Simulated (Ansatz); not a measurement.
# BH₂NSSe: functionals against CCSD(T) at one geometry

A test off equilibrium: a structure displaced at random from a GFN2-xTB minimum is computed at several levels, and each is set against CCSD(T).

Program: Ansatz 0.2.0, Gaussian basis. Level of theory: single points in def2-TZVPP. These are calculated values, not measurements.

Cores are frozen in the correlated methods. Filled d shells of the heavier atoms are correlated.

### 1 Where the work starts

SMILES `N=BS[SeH]`, 6 atoms, charge 0, spin multiplicity 1.

Atoms are counted from 1 here; the program's logs count them from 0.

Bond lengths: N1–B2 1.185 Å, N1–H5 0.920 Å, B2–S3 1.839 Å, S3–Se4 2.218 Å, Se4–H6 1.459 Å. Angles: B2–N1–H5 177.8°, N1–B2–S3 174.8°, B2–S3–Se4 100.2°, S3–Se4–H6 95.4°.

Coordinates:

```
N    -0.0854    0.0860    1.8695
B    -0.4367    0.2992    0.7585
S    -1.1120    0.5283   -0.9369
Se    0.1914   -0.8627   -2.0716
H     0.2187   -0.0879    2.7201
H     1.1950    0.1389   -2.4157
```

### 2 CCSD(T)/def2-TZVPP

Input file run/in.yaml:

```yaml
crystal:
  periodic: [false, false, false]
  atoms:
    - {symbol: N, position_ang: [-0.085400, 0.086000, 1.869500]}
    - {symbol: B, position_ang: [-0.436700, 0.299200, 0.758500]}
    - {symbol: S, position_ang: [-1.112000, 0.528300, -0.936900]}
    - {symbol: Se, position_ang: [0.191400, -0.862700, -2.071600]}
    - {symbol: H, position_ang: [0.218700, -0.087900, 2.720100]}
    - {symbol: H, position_ang: [1.195000, 0.138900, -2.415700]}
basis:
  gaussian: {orbitals: def2-TZVPP}
correlation: {method: ccsd_t}
output: {forces: true}
```

No record of the launch command was kept for these runs.

### 3 PBE0-D4/def2-TZVPP

Changes to run/in.yaml since step 2:

```diff
@@ -11,3 +11,3 @@
   gaussian: {orbitals: def2-TZVPP}
-correlation: {method: ccsd_t}
-output: {forces: true}
+hamiltonian: {xc: pbe0, dispersion: d4}
+output: {forces: true, orbitals: {seedname: orbitals}}
```

### 4 wB97M-V/def2-TZVPP

Changes to run/in.yaml since step 3:

```diff
@@ -11,3 +11,3 @@
   gaussian: {orbitals: def2-TZVPP}
-hamiltonian: {xc: pbe0, dispersion: d4}
-output: {forces: true, orbitals: {seedname: orbitals}}
+hamiltonian: {xc: {name: wB97M-V}}
+output: {forces: true}
```

### 5 r2SCAN-D4/def2-TZVPP

Changes to run/in.yaml since step 4:

```diff
@@ -11,3 +11,3 @@
   gaussian: {orbitals: def2-TZVPP}
-hamiltonian: {xc: {name: wB97M-V}}
+hamiltonian: {xc: r2scan, dispersion: d4}
 output: {forces: true}
```

### 6 PBE-D4/def2-TZVPP

Changes to run/in.yaml since step 5:

```diff
@@ -11,3 +11,3 @@
   gaussian: {orbitals: def2-TZVPP}
-hamiltonian: {xc: r2scan, dispersion: d4}
+hamiltonian: {xc: pbe, dispersion: d4}
 output: {forces: true}
```

### 7 LC-wPBE/def2-TZVPP

Changes to run/in.yaml since step 6:

```diff
@@ -11,3 +11,3 @@
   gaussian: {orbitals: def2-TZVPP}
-hamiltonian: {xc: pbe, dispersion: d4}
+hamiltonian: {xc: {name: LC-wPBE}}
 output: {forces: true}
```

### 8 SPW92/def2-TZVPP

Changes to run/in.yaml since step 7:

```diff
@@ -11,3 +11,3 @@
   gaussian: {orbitals: def2-TZVPP}
-hamiltonian: {xc: {name: LC-wPBE}}
+hamiltonian: {xc: lda}
 output: {forces: true}
```

(Steps that only read results are left out.)

What does the calculation give? Wanted: energy less free atoms, CCSD(T)/def2-TZVPP; RMS force component; RMS force error; HOMO and LUMO, PBE0-D4; T1 diagnostic.

As calculated:

| quantity | value |
| --- | --- |
| energy less free atoms, CCSD(T)/def2-TZVPP | -447.7 kcal/mol |
| RMS force component | 1.833 to 2.093 eV/Å over the methods |
| RMS force error | PBE0-D4 0.230, wB97M-V 0.248, r2SCAN-D4 0.131, PBE-D4 0.184, LC-wPBE 0.407, SPW92 0.309 eV/Å |
| HOMO and LUMO, PBE0-D4 | -7.31 and -1.99 eV |
| T1 diagnostic | 0.012 |

What this shows: Against CCSD(T) the functionals' energies less atoms differ by -112.5 to -14.9 kcal/mol, PBE-D4 by -43.4 kcal/mol. CCSD(T) in triple zeta still lacks some correlation energy of the bonds, so part of these gaps is its own basis error and they don't rank the functionals. For forces r2SCAN-D4 does best and LC-wPBE worst. Frozen-core CCSD(T) forces in triple zeta carry basis errors of their own, and this is one geometry, so small gaps rank nothing.
